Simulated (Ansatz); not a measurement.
# K atom: energies up the ladder

Wanted for K atom: energies up the ladder. Spin multiplicity 2.

Method: the levels named in each step, in Ansatz 0.2.0.

## (1) The structure to begin with

Coordinates:

```xyz
1

K     0.0000    0.0000    0.0000
```

## (2) Single point, PBE0/def2-TZVPPD

File input.yaml:

```yaml
crystal:
  periodic: [false, false, false]
  atoms:
    - { symbol: K, position_ang: [0.0, 0.0, 0.0] }
magnetization:
  spin_polarized: true
  initial_magnetization: 1
basis:
  gaussian: { orbitals: def2-TZVPPD.json }
hamiltonian:
  xc: pbe0
```

On the command line:

```bash
$ ansatz run input.yaml --threads 1 --pin off --max-ram 2560MiB --backend cpu --events-out ev --progress --plain --runs-dir out
```

Standard output:

```text
Warning: RAYON_NUM_THREADS=1 ignored (pool sized by the plan → 1); use --threads N
Engine: ansatz 0.2.0, x86_64-unknown-linux-gnu
Functional definition: PBE0
  parameter a = 0.25
  parameter kappa = 0.804
  parameter beta = 0.06672455060314922
  exchange = (1 - a)*pbe_x(kappa = kappa, mu = beta*pi^2/3) + a*exact_x
  correlation = pbe_c(beta = beta)
206 factors; integrals over basis functions are off by at most 1.5e-4 eV
mean field evaluation 1: about -16319.7186 eV, gradient 8.2e-1 eV
mean field evaluation 2: about -16319.7278 eV, gradient 3.8e-1 eV
mean field evaluation 4: about -16319.7279 eV, gradient 5.1e-2 eV
mean field evaluation 8: about -16319.7280 eV, gradient 1.9e-4 eV
mean field -16319.72801792 eV, -599.7389427498 hartree, gradient 6.0e-6 eV, S^2 0.750077; 0 other end points of the search recorded, 0 dependent functions left out
reference -16319.72804664 eV, -599.7389438050 hartree; 10, 9 occupied and 26, 27 virtual orbitals, 206 factors
Total energy: -16319.72804664 eV, -599.7389438050 hartree
```

Wall time 3.3 s (1 thread of AMD EPYC (Zen 3), shared host); peak memory 0.1 GiB.

## (3) Single point, PBE/def2-TZVPPD

input.yaml: that of step 2 with these lines changed.

```diff
@@ -10,2 +10,2 @@
 hamiltonian:
-  xc: pbe0
+  xc: pbe
```

On the command line:

```bash
$ ansatz run input.yaml --threads 1 --pin off --max-ram 2560MiB --backend cpu --events-out ev --progress --plain --runs-dir out
```

Standard output:

```text
Warning: RAYON_NUM_THREADS=1 ignored (pool sized by the plan → 1); use --threads N
[... 1 set-up line as earlier in the session ...]
Functional definition: PBE
[... 2 set-up lines as earlier in the session ...]
  exchange = pbe_x(kappa = kappa, mu = beta*pi^2/3)
[... 1 set-up line as earlier in the session ...]
286 factors; their error is unknown
mean field evaluation 1: about -16318.4258 eV, gradient 1.0e0 eV
mean field evaluation 2: about -16318.4291 eV, gradient 7.3e-1 eV
mean field evaluation 4: about -16318.4216 eV, gradient 2.2e-2 eV
mean field evaluation 8: about -16317.0406 eV, gradient 9.1e-1 eV
mean field -16318.42165042 eV, -599.6909346296 hartree, gradient 8.3e-5 eV, S^2 0.750070; 0 other end points of the search recorded, 0 dependent functions left out
reference -16318.42168882 eV, -599.6909360407 hartree; 10, 9 occupied and 26, 27 virtual orbitals, 286 factors
Total energy: -16318.42168882 eV, -599.6909360407 hartree
```

Run time: 3 s. Hardware: 1 thread of AMD EPYC (Zen 3), shared host; peak memory 0.1 GiB.

## (4) Single point, r2SCAN/def2-TZVPPD

input.yaml: that of step 3 with these lines changed.

```diff
@@ -10,2 +10,2 @@
 hamiltonian:
-  xc: pbe
+  xc: r2scan
```

On the command line:

```bash
$ ansatz run input.yaml --threads 1 --pin off --max-ram 2560MiB --backend cpu --events-out ev --progress --plain --runs-dir out
```

Standard output:

```text
Warning: RAYON_NUM_THREADS=1 ignored (pool sized by the plan → 1); use --threads N
[... 1 set-up line as earlier in the session ...]
Functional definition: r2SCAN
  parameter k0 = 0.174
  parameter k1 = 0.065
  parameter a1 = 4.9479
  exchange = r2scan_x(k0 = k0, k1 = k1, a1 = a1)
  correlation = r2scan_c
286 factors; their error is unknown
mean field evaluation 1: about -16323.3128 eV, gradient 7.8e-1 eV
mean field evaluation 2: about -16323.3174 eV, gradient 4.4e-1 eV
mean field evaluation 4: about -16323.3078 eV, gradient 4.5e-2 eV
mean field evaluation 8: about -16323.3078 eV, gradient 3.3e-5 eV
mean field -16323.30784093 eV, -599.8704988189 hartree, gradient 2.6e-6 eV, S^2 0.750183; 0 other end points of the search recorded, 0 dependent functions left out
reference -16323.30787901 eV, -599.8705002180 hartree; 10, 9 occupied and 26, 27 virtual orbitals, 286 factors
Total energy: -16323.30787901 eV, -599.8705002180 hartree
```

It took 5.4 s on 1 thread of AMD EPYC (Zen 3), shared host; peak memory 0.14 GiB.

## (5) Single point, B3LYP/def2-TZVPPD

input.yaml: that of step 4 with these lines changed.

```diff
@@ -10,2 +10,2 @@
 hamiltonian:
-  xc: r2scan
+  xc: { name: B3LYP }
```

On the command line:

```bash
$ ansatz run input.yaml --threads 1 --pin off --max-ram 2560MiB --backend cpu --events-out ev --progress --plain --runs-dir out
```

Standard output:

```text
Warning: RAYON_NUM_THREADS=1 ignored (pool sized by the plan → 1); use --threads N
[... 1 set-up line as earlier in the session ...]
Functional definition: B3LYP
  parameter a0 = 0.2
  parameter ax = 0.72
  parameter ac = 0.81
  exchange = (1 - a0 - ax)*slater_x + ax*b88_x + a0*exact_x
  correlation = (1 - ac)*vwn_rpa_c + ac*lyp_c
294 factors; their error is unknown
mean field evaluation 1: about -16324.7334 eV, gradient 8.0e-1 eV
mean field evaluation 2: about -16324.7392 eV, gradient 4.4e-1 eV
mean field evaluation 4: about -16324.7992 eV, gradient 3.2e-2 eV
mean field evaluation 8: about -16324.7992 eV, gradient 1.0e-5 eV
mean field -16324.79924125 eV, -599.9253067695 hartree, gradient 1.1e-5 eV, S^2 0.750023; 0 other end points of the search recorded, 0 dependent functions left out
reference -16324.79939515 eV, -599.9253124253 hartree; 10, 9 occupied and 26, 27 virtual orbitals, 294 factors
Total energy: -16324.79939515 eV, -599.9253124253 hartree
```

Wall time 3.6 s (1 thread of AMD EPYC (Zen 3), shared host); peak memory 0.1 GiB.

## (6) Single point, wB97M-V/def2-TZVPPD

input.yaml: that of step 5 with these lines changed.

```diff
@@ -10,2 +10,2 @@
 hamiltonian:
-  xc: { name: B3LYP }
+  xc: { name: wB97M-V }
```

On the command line:

```bash
$ ansatz run input.yaml --threads 1 --pin off --max-ram 2560MiB --backend cpu --events-out ev --progress --plain --runs-dir out
```

Standard output (excerpt; [...] marks lines left out):

```text
Warning: RAYON_NUM_THREADS=1 ignored (pool sized by the plan → 1); use --threads N
[...]
Functional definition: wB97M-V
[...]
  gx(w, u) = 1 - cx + cx01*u + cx10*w
  gss(w, u) = css00 + css04*u^4 + css10*w + css20*w^2 + css43*w^4*u^3
  gos(w, u) = cos00 + cos10*w + (cos20 + cos21*u)*w^2 + (cos60 + cos61*u)*w^6
[...]
      + integral(e_c_pw_mod_opposite_spin*gos(b97_w_opposite, b97_u_opposite)) + vv10(b, c)
294 factors; their error is unknown
80 factors; integrals over basis functions are off by at most 9.2e-5 eV
[...]
mean field -16323.54817915 eV, -599.8793310854 hartree, gradient 3.5e-5 eV, S^2 0.750029; 0 other end points of the search recorded, 0 dependent functions left out
reference -16323.54820881 eV, -599.8793321755 hartree; 10, 9 occupied and 26, 27 virtual orbitals, 294 factors
Total energy: -16323.54820881 eV, -599.8793321755 hartree
```

Wall time 10 s (1 thread of AMD EPYC (Zen 3), shared host); peak memory 0.24 GiB.

## (7) Single point, B2PLYP/def2-TZVPPD

input.yaml: that of step 6 with these lines changed.

```diff
@@ -10,2 +10,2 @@
 hamiltonian:
-  xc: { name: wB97M-V }
+  xc: { name: B2PLYP }
```

On the command line:

```bash
$ ansatz run input.yaml --threads 1 --pin off --max-ram 2560MiB --backend cpu --events-out ev --progress --plain --runs-dir out
```

Standard output (excerpt; [...] marks lines left out):

```text
Warning: RAYON_NUM_THREADS=1 ignored (pool sized by the plan → 1); use --threads N
[...]
Functional definition: B2PLYP
[...]
206 factors; integrals over basis functions are off by at most 1.5e-4 eV
[...]
mean field -16318.92777304 eV, -599.7095342925 hartree, gradient 5.1e-6 eV, S^2 0.750051; 0 other end points of the search recorded, 0 dependent functions left out
5 core orbitals not correlated: weight in the atoms' cores, before any rotation towards them, 1.000 or more for the frozen orbitals, at most 0.000 for the correlated occupied ones
reference -16318.92786989 eV, -599.7095378520 hartree; 5, 4 occupied and 26, 27 virtual orbitals, 206 factors
second order -5.14032800 eV of doubles, -0.00000000 eV of singles
Total energy: -16320.31575845 eV, -599.7605418158 hartree
```

It took 3.2 s on 1 thread of AMD EPYC (Zen 3), shared host; peak memory 0.11 GiB.

## (8) Single point, LDA/def2-TZVPPD

input.yaml: that of step 7 with these lines changed.

```diff
@@ -10,2 +10,2 @@
 hamiltonian:
-  xc: { name: B2PLYP }
+  xc: lda
```

On the command line:

```bash
$ ansatz run input.yaml --threads 1 --pin off --max-ram 2560MiB --backend cpu --events-out ev --progress --plain --runs-dir out
```

Standard output:

```text
Warning: RAYON_NUM_THREADS=1 ignored (pool sized by the plan → 1); use --threads N
[... 1 set-up line as earlier in the session ...]
Functional definition: SPW92
  exchange = slater_x
  correlation = pw_c
286 factors; their error is unknown
mean field evaluation 1: about -16277.0957 eV, gradient 8.0e-1 eV
mean field evaluation 2: about -16277.0979 eV, gradient 5.0e-1 eV
mean field evaluation 4: about -16277.0893 eV, gradient 7.7e-2 eV
mean field evaluation 8: about -16277.0893 eV, gradient 4.6e-6 eV
mean field evaluation 16: about -16277.0893 eV, gradient 2.9e-6 eV
mean field -16277.08927510 eV, -598.1719978527 hartree, gradient 2.9e-6 eV, S^2 0.750081; 0 other end points of the search recorded, 0 dependent functions left out
reference -16277.08930570 eV, -598.1719989771 hartree; 10, 9 occupied and 26, 27 virtual orbitals, 286 factors
Total energy: -16277.08930570 eV, -598.1719989771 hartree
```

Wall time 1.6 s (1 thread of AMD EPYC (Zen 3), shared host); peak memory 0.094 GiB.

## (9) Single point, PBE0/def2-SVPD

input.yaml: that of step 8 with these lines changed.

```diff
@@ -8,4 +8,4 @@
 basis:
-  gaussian: { orbitals: def2-TZVPPD.json }
+  gaussian: { orbitals: def2-SVPD }
 hamiltonian:
-  xc: lda
+  xc: pbe0
```

On the command line:

```bash
$ ansatz run input.yaml --threads 1 --pin off --max-ram 2560MiB --backend cpu --events-out ev --progress --plain --runs-dir out
```

Standard output (excerpt; [...] marks lines left out):

```text
Warning: RAYON_NUM_THREADS=1 ignored (pool sized by the plan → 1); use --threads N
[... 7 set-up lines as earlier in the session ...]
165 factors; integrals over basis functions are off by at most 5.9e-5 eV
mean field evaluation 1: about -16317.6283 eV, gradient 3.4e-1 eV
mean field evaluation 2: about -16317.6279 eV, gradient 3.4e-1 eV
mean field evaluation 4: about -16317.6344 eV, gradient 6.9e-2 eV
mean field evaluation 8: about -16317.6348 eV, gradient 3.5e-5 eV
mean field -16317.63480384 eV, -599.6620185509 hartree, gradient 3.5e-5 eV, S^2 0.750053; 1 other end points of the search recorded, 0 dependent functions left out
reference -16317.63482772 eV, -599.6620194287 hartree; 10, 9 occupied and 17, 18 virtual orbitals, 165 factors
Total energy: -16317.63482772 eV, -599.6620194287 hartree
```

Run time: 4.1 s. Hardware: 1 thread of AMD EPYC (Zen 3), shared host; peak memory 0.1 GiB.

## (10) Single point, PBE/def2-SVPD

input.yaml: that of step 9 with these lines changed.

```diff
@@ -10,2 +10,2 @@
 hamiltonian:
-  xc: pbe0
+  xc: pbe
```

On the command line:

```bash
$ ansatz run input.yaml --threads 1 --pin off --max-ram 2560MiB --backend cpu --events-out ev --progress --plain --runs-dir out
```

Standard output (excerpt; [...] marks lines left out):

```text
Warning: RAYON_NUM_THREADS=1 ignored (pool sized by the plan → 1); use --threads N
[... 6 set-up lines as earlier in the session ...]
240 factors; their error is unknown
mean field evaluation 1: about -16316.3349 eV, gradient 2.4e-1 eV
mean field evaluation 2: about -16316.3355 eV, gradient 4.1e-2 eV
mean field evaluation 4: about -16316.2980 eV, gradient 9.5e-5 eV
mean field evaluation 8: about -16314.9348 eV, gradient 6.3e-1 eV
mean field -16316.29795019 eV, -599.6128900855 hartree, gradient 1.9e-5 eV, S^2 0.750040; 0 other end points of the search recorded, 0 dependent functions left out
reference -16316.29797947 eV, -599.6128911615 hartree; 10, 9 occupied and 17, 18 virtual orbitals, 240 factors
Total energy: -16316.29797947 eV, -599.6128911615 hartree
```

Run time: 3.3 s. Hardware: 1 thread of AMD EPYC (Zen 3), shared host; peak memory 0.1 GiB.

## (11) Total energies

| level | energy (eV) | CPU time |
| --- | --- | --- |
| PBE0/def2-TZVPPD | -16319.7280 | 2.3 s |
| PBE/def2-TZVPPD | -16318.4217 | 1.7 s |
| r2SCAN/def2-TZVPPD | -16323.3079 | 3.7 s |
| B3LYP/def2-TZVPPD | -16324.7994 | 2.2 s |
| wB97M-V/def2-TZVPPD | -16323.5482 | 7.5 s |
| B2PLYP/def2-TZVPPD | -16320.3158 | 2.5 s |
| LDA/def2-TZVPPD | -16277.0893 | 0.97 s |
| PBE0/def2-SVPD | -16317.6348 | 2.3 s |
| PBE/def2-SVPD | -16316.2980 | 2.3 s |

## (12) Results

```
               quantity          value
energy at PBE/def2-SVPD  -16316.298 eV
```

What this shows: These totals serve in differences with atoms or fragments at the same level; alone they don't rank the methods.
